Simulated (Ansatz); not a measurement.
# Alloy of GaAs and BAs (6 of 32 Ga sites exchanged), 64 atoms

Aim: relax the alloy cell and compare the gap by PBEsol and r²SCAN.

Program: Ansatz 0.2.0, PAW, plane waves. These are calculated values, not measurements.

## Step 1: The system as built

64 atoms (26 Ga, 6 B, 32 As); a = 10.981 Å, b = 10.981 Å, c = 10.981 Å, α = 90.00°, β = 90.00°, γ = 90.00°. All atoms were shaken off their sites by about 0.02 Å along each axis.

Steps to follow: (2) PBEsol cell relaxation at the single k point (¼, ¼, ¼), on 1 × NVIDIA GB300 Max-Q with 8 threads of Arm Neoverse-V2; (3) r²SCAN single point at the single k point (¼, ¼, ¼), on 1 × NVIDIA GB300 Max-Q with 8 threads of Arm Neoverse-V2.

## Step 2: PBEsol relaxation of the cell and the positions

in.yaml reads:

```yaml
crystal:
  lattice:
    - [10.980995, 0.000000, 0.000000]
    - [0.000000, 10.980995, 0.000000]
    - [0.000000, 0.000000, 10.980995]
  atoms:
    - { symbol: Ga, position: [0.998285, 0.000076, 0.001048] }
    - { symbol: Ga, position: [0.999689, 0.000049, 0.497223] }
    - { symbol: Ga, position: [0.000052, 0.498363, 0.999403] }
    - { symbol: Ga, position: [0.997223, 0.501087, 0.498927] }
    - { symbol: Ga, position: [0.499637, 0.996873, 0.000789] }
    - { symbol: Ga, position: [0.498817, 0.501368, 0.503794] }
    - { symbol: Ga, position: [0.248588, 0.249597, 0.998495] }
    - { symbol: Ga, position: [0.251171, 0.252498, 0.501439] }
    - { symbol: Ga, position: [0.248710, 0.753192, 0.002568] }
    - { symbol: Ga, position: [0.750548, 0.251016, 0.002639] }
    - { symbol: Ga, position: [0.749471, 0.251839, 0.501982] }
    - { symbol: Ga, position: [0.751738, 0.750808, 0.998363] }
    - { symbol: Ga, position: [0.750314, 0.747041, 0.498134] }
    - { symbol: Ga, position: [0.253786, 0.999402, 0.749132] }
    - { symbol: Ga, position: [0.249858, 0.500317, 0.247447] }
    - { symbol: Ga, position: [0.252219, 0.499256, 0.749537] }
    - { symbol: Ga, position: [0.747345, 0.000254, 0.749997] }
    - { symbol: Ga, position: [0.745154, 0.501132, 0.247924] }
    - { symbol: Ga, position: [0.749905, 0.499121, 0.749915] }
    - { symbol: Ga, position: [0.996111, 0.249451, 0.251426] }
    - { symbol: Ga, position: [0.000906, 0.249760, 0.751577] }
    - { symbol: Ga, position: [0.999505, 0.749819, 0.245960] }
    - { symbol: Ga, position: [0.002107, 0.749763, 0.750838] }
    - { symbol: Ga, position: [0.495312, 0.249354, 0.249955] }
    - { symbol: Ga, position: [0.498945, 0.249020, 0.751928] }
    - { symbol: Ga, position: [0.499518, 0.750122, 0.252462] }
    - { symbol: B, position: [0.500199, 0.999633, 0.498613] }
    - { symbol: B, position: [0.500382, 0.500514, 0.999313] }
    - { symbol: B, position: [0.251826, 0.747170, 0.500365] }
    - { symbol: B, position: [0.250316, 0.999106, 0.247892] }
    - { symbol: B, position: [0.751219, 0.999106, 0.250870] }
    - { symbol: B, position: [0.503157, 0.748194, 0.752297] }
    - { symbol: As, position: [0.123919, 0.125081, 0.123538] }
    - { symbol: As, position: [0.125652, 0.128229, 0.626351] }
    - { symbol: As, position: [0.126231, 0.626661, 0.125926] }
    - { symbol: As, position: [0.126205, 0.625477, 0.625647] }
    - { symbol: As, position: [0.622087, 0.122297, 0.125089] }
    - { symbol: As, position: [0.625438, 0.123888, 0.627448] }
    - { symbol: As, position: [0.624433, 0.622008, 0.124513] }
    - { symbol: As, position: [0.627398, 0.624622, 0.626890] }
    - { symbol: As, position: [0.378443, 0.375864, 0.125793] }
    - { symbol: As, position: [0.371338, 0.373867, 0.624240] }
    - { symbol: As, position: [0.377384, 0.873022, 0.125142] }
    - { symbol: As, position: [0.371981, 0.875807, 0.623124] }
    - { symbol: As, position: [0.874940, 0.373195, 0.124537] }
    - { symbol: As, position: [0.874843, 0.377355, 0.622638] }
    - { symbol: As, position: [0.876181, 0.871369, 0.123278] }
    - { symbol: As, position: [0.872156, 0.874631, 0.626708] }
    - { symbol: As, position: [0.377922, 0.123854, 0.377026] }
    - { symbol: As, position: [0.373174, 0.125400, 0.875894] }
    - { symbol: As, position: [0.376019, 0.626741, 0.375974] }
    - { symbol: As, position: [0.371326, 0.623282, 0.873095] }
    - { symbol: As, position: [0.876412, 0.121650, 0.373089] }
    - { symbol: As, position: [0.875196, 0.123297, 0.876147] }
    - { symbol: As, position: [0.876172, 0.622128, 0.373892] }
    - { symbol: As, position: [0.873650, 0.624188, 0.875369] }
    - { symbol: As, position: [0.125701, 0.375850, 0.372848] }
    - { symbol: As, position: [0.123251, 0.376279, 0.876361] }
    - { symbol: As, position: [0.125433, 0.876152, 0.377061] }
    - { symbol: As, position: [0.122066, 0.874637, 0.876499] }
    - { symbol: As, position: [0.622803, 0.376290, 0.372225] }
    - { symbol: As, position: [0.625810, 0.375629, 0.877763] }
    - { symbol: As, position: [0.626237, 0.872712, 0.374337] }
    - { symbol: As, position: [0.624518, 0.874675, 0.878130] }
  symmetry: { detect: false }
kpoints:
  mp_grid: { grid: [1, 1, 1], shift: [0.25, 0.25, 0.25] }
hamiltonian:
  xc: pbesol
scf:
  occupations: { method: fermi_dirac, width: 0.01 }
relax:
  f_tol: 0.03
  max_steps: 80
  escape_saddle: false
  adjacent_minimum: "off"
  cell: { fix: [shape] }
output:
  forces: true
  eigenvalues: true
  populations: true
```

The run is started by

```
$ ansatz run in.yaml --threads 8 --pin off --max-ram 118750MiB --runs-dir r --events-out ev --progress --plain --backend cuda --devices 0,
```

Further steps of the session: Single point with r²SCAN.

**Question.** What will these runs give? Wanted: for each run, top filled to lowest empty.

As calculated:

```
             level         time  top filled to lowest empty (eV)
PBEsol, relaxation   12 s (GPU)                             1.10
            r²SCAN  6.8 s (GPU)                             1.47
```

| quantity | value |
| --- | --- |
| relaxation | 7 recorded steps, 7.75 eV gained |
| largest shift | 0.42 Å (As33) |
| relaxed cell | a = 10.981 Å, b = 10.981 Å, c = 10.981 Å, α = 90.00°, β = 90.00°, γ = 90.00° |
| mean bonds | As–B 2.153, As–Ga 2.437 Å |

**What this shows.** The relaxation lowers the energy by 7.75 eV; the largest shift is 0.42 Å (As33), while the volume changes by -0.0 %. The mean lengths of the listed bonds run from As–B 2.15 Å to As–Ga 2.44 Å. Spin–orbit coupling is left out, which matters for the band edges of the heavier elements here. With one k point the spacing samples only the states that fold onto it, so it can exceed the gap over the zone.
